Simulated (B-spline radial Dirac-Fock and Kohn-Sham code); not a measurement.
# Inner shells of Lu⁺

What does theory give for the Lu⁺ ion? The session works out its X-ray form factor and Compton profile, the binding energy of each subshell and how cheaper methods do for the levels.

The numbers are computed with B-spline radial Dirac-Fock and Kohn-Sham code (version 3): a free atom or ion on a radial basis; each step names its model.

**1. The atom as given**

Lutetium as Lu⁺, [Xe] 4f13 5d1 6s2 (not the ground configuration).

```
nuclear charge     : 71
electrons          : 70
mass number        : 175
nuclear rms radius : 5.37 fm
```

**2. Form factor and Compton profile**

Model: Dirac-Fock average of configuration, finite nucleus; form factor of the spherical density, Waller-Hartree incoherent function, impulse-approximation Compton profiles.

Settings, as recorded:

```ini
task = scatter
Z = 71
charge = 1
configuration = 1s2 2s2 2p6 3s2 3p6 3d10 4s2 4p6 4d10 4f13 5s2 5p6 5d1 6s2
mass_number = 175
rms_radius = 5.37  # fm
s = [0.0, 0.05, 0.1, 0.15, 0.2, 0.25, 0.3, 0.35, 0.4, 0.45, 0.5, 0.6, 0.7, 0.8, 0.9, 1.0, 1.1, 1.2, 1.4, 1.6, 1.8, 2.0, 2.5, 3.0, 3.5, 4.0, 5.0, 6.0]  # 1/A
pz = [0, 0.1, 0.14, 0.19, 0.25, 0.34, 0.47, 0.64, 0.87, 1.2, 1.6, 2.2, 3.0, 4.1, 5.5, 7.5, 10.0, 14.0, 19.0, 26.0, 35.0]  # a.u.
photon_energy = [1000, 2000, 8047.8, 10000, 50000, 200000, 500000, 1000000]  # eV
```

**3. Core and valence levels**

Model: Dirac-Fock average of configuration, Delta-SCF, finite nucleus, first-order Breit with its frequency dependence, self-energy and vacuum polarisation.

Recorded inputs:

```ini
task = binding
```

**4. Dirac PBE, for comparison**

Model: Dirac-Kohn-Sham PBE, finite nucleus, spherical and without spin polarisation.

Recorded inputs:

```ini
task = binding-ladder
method = pbe,pbe
relativity = dirac
```

(Steps that only read results are left out.)

**Question.** What will these runs give? Wanted: rms radius of the electron cloud; form factor halves at; Compton profile at zero; deepest level listed, K; least bound, P1; Kα1; Dirac PBE, K: eigenvalue / ΔSCF.

As calculated:

| quantity | value |
| --- | --- |
| rms radius of the electron cloud | 0.923 bohr |
| form factor halves at | 0.64 1/Å |
| Compton profile at zero | 10.29 1/a.u. |
| deepest level listed, K (1s) | 63336.4 eV |
| least bound, P1 (6s) | 13.19 eV |
| Kα1 | 54064.1 eV |
| Dirac PBE, K: eigenvalue / ΔSCF | 63160.3 / 63684.9 eV |

**Reading.** The form factor starts at the 70 electrons and halves by s = 0.64 1/Å. Incoherent scattering outweighs coherent from 200 keV on, among the energies asked. The K (1s) level lies 86.2 eV under Koopmans' value by relaxation alone; Breit gives -199.79 and QED -104.32 eV. Dirac PBE misses the K level by -0.3 % with its eigenvalue and by +0.6 % with ΔSCF. Breit and QED terms, which only the reference holds, shift this level by tenths of a per cent, so the eigenvalue's nearness can be cancellation. The Hartree-Fock and Dirac-Fock values hold no electron correlation.
